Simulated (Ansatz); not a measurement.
# SrYZnC6N6: the cost of one run

Program: Ansatz 0.2.0. Level of theory: DFT PBE, scalar-relativistic, plane waves, PAW. These are calculated values, not measurements.

**1. Starting point**

The structure is cubic, space group F-43m (No. 216). The conventional cell has a = 10.594 Å, b = 10.594 Å, c = 10.594 Å, α = 90.00°, β = 90.00°, γ = 90.00°. Around Sr (site symmetry -43m) lie 12 N at 3.77 Å and 12 C at 3.82 Å. Y (site symmetry -43m) is surrounded by 6 N at 2.21 Å. Zn (site symmetry -43m) is surrounded by 6 C at 1.92 Å. C (site symmetry 2mm) has 1 N at 1.17 Å and 1 Zn at 1.92 Å in its first shell of neighbours. N (site symmetry 2mm) has 1 C at 1.17 Å in its first shell of neighbours.

Structure file:

```xyz
15
Lattice="0.0000 5.2970 5.2970 5.2970 0.0000 5.2970 5.2970 5.2970 0.0000" Properties=species:S:1:pos:R:3 pbc="T T T"
Sr    7.9455    7.9455    7.9455
Y     5.2970    5.2970    5.2970
Zn    0.0000    0.0000    0.0000
C     1.9170    5.2970    5.2970
C     5.2970    5.2970    1.9170
C     5.2970    8.6770    5.2970
C     8.6770    5.2970    5.2970
C     5.2970    5.2970    8.6770
C     5.2970    1.9170    5.2970
N     3.0870    5.2970    5.2970
N     5.2970    5.2970    3.0870
N     5.2970    7.5070    5.2970
N     7.5070    5.2970    5.2970
N     5.2970    5.2970    7.5070
N     5.2970    3.0870    5.2970
```

Recipe of the guess: cyanide-bridged rock-salt net of two metals, 1 guest cations a cell (F-43m, No. 216). The dimensions are guesses.

**2. Probe: one point on a coarse mesh**

Contents of input.yaml:

```yaml
crystal:
  lattice:
    - [0.0, 5.297, 5.297]
    - [5.297, 0.0, 5.297]
    - [5.297, 5.297, 0.0]
  atoms:
    - { symbol: Sr, position: [0.75, 0.75, 0.75] }
    - { symbol: "Y", position: [0.5, 0.5, 0.5] }
    - { symbol: Zn, position: [0.0, 0.0, 0.0] }
    - { symbol: C, position: [0.81904852, 0.18095148, 0.18095148] }
    - { symbol: C, position: [0.18095148, 0.18095148, 0.81904852] }
    - { symbol: C, position: [0.81904852, 0.18095148, 0.81904852] }
    - { symbol: C, position: [0.18095148, 0.81904852, 0.81904852] }
    - { symbol: C, position: [0.81904852, 0.81904852, 0.18095148] }
    - { symbol: C, position: [0.18095148, 0.81904852, 0.18095148] }
    - { symbol: "N", position: [0.70860865, 0.29139135, 0.29139135] }
    - { symbol: "N", position: [0.29139135, 0.29139135, 0.70860865] }
    - { symbol: "N", position: [0.70860865, 0.29139135, 0.70860865] }
    - { symbol: "N", position: [0.29139135, 0.70860865, 0.70860865] }
    - { symbol: "N", position: [0.70860865, 0.70860865, 0.29139135] }
    - { symbol: "N", position: [0.29139135, 0.70860865, 0.29139135] }
basis:
  ecutwfc: 420
kpoints:
  mp_grid: { grid: [4, 4, 4] }
hamiltonian:
  xc: pbe
scf:
  occupations: { method: gaussian, width: 0.1 }
  lower_state_search: "off"
output:
  forces: true
  stress: true
  eigenvalues: true
```

Started as:

```sh
$ ansatz run input.yaml --threads 1 --pin off --max-ram 2560MiB --backend cpu --events-out ev --progress --plain --runs-dir out
```

What time and memory should one allow on 1 thread of Intel Xeon Platinum 8259CL at 2.50GHz (Skylake/Cascade Lake), shared host?

About 14 s, with a peak of 0.61 GiB.
